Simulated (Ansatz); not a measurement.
# TaRu: the cost of one run

Method: DFT r2SCAN, scalar-relativistic, plane waves, PAW, in Ansatz 0.2.0.

1 further run of the same task is left out (set aside as unsound or not needed).

**1. Starting point**

The structure is tetragonal, space group P4/mmm (No. 123). The conventional cell has a = 3.041 Å, b = 3.041 Å, c = 3.402 Å, α = 90.00°, β = 90.00°, γ = 90.00°. Ta (site symmetry 4/mmm) has 8 Ru at 2.74 Å and 4 Ta at 3.04 Å as nearest neighbours. Ru (site symmetry 4/mmm) is surrounded by 8 Ta at 2.74 Å and 4 Ru at 3.04 Å.

Structure file:

```
Ta Ru
1.0
     2.14991   -2.15036    0.00000
     2.14991    2.15036    0.00000
     0.00000    0.00000    3.40249
Ta Ru
1 1
Direct
  0.50000 0.50000 0.50000
  0.00000 0.00000 0.00000
```

It goes back to an entry of the Materials Project, which need not be the stable form.

This cell was relaxed beforehand with the same method: volume 15.73 Å³/atom, gap on the mesh none (metal).

**2. The undisturbed cell**

File input.yaml:

```yaml
crystal:
  lattice:
    - [2.1499097923, -2.1503584662, 0.0]
    - [2.1499097923, 2.1503584662, 0.0]
    - [0.0, 0.0, 3.4024883628]
  atoms:
    - { symbol: Ta, position: [0.5, 0.5, 0.5] }
    - { symbol: Ru, position: [0.0, 0.0, 0.0] }
basis:
  ecutwfc: 500
kpoints:
  mp_grid: { grid: [20, 20, 18] }
hamiltonian:
  xc: r2scan
scf:
  occupations: { method: gaussian, width: 0.15 }
output:
  forces: true
  stress: true
  eigenvalues: true
  write_density: true
  write_potential: true
  elf: true
  volumetric_format: npy
```

Command:

```sh
$ ansatz run input.yaml --threads 1 --pin off --max-ram 2560MiB --backend cpu --events-out ev --progress --plain --runs-dir out
```

**Question.** How long does this run take on 1 thread of Intel Xeon at 2.70GHz, shared host, and how much memory does it need?

About 73 s, with a peak of 0.94 GiB.
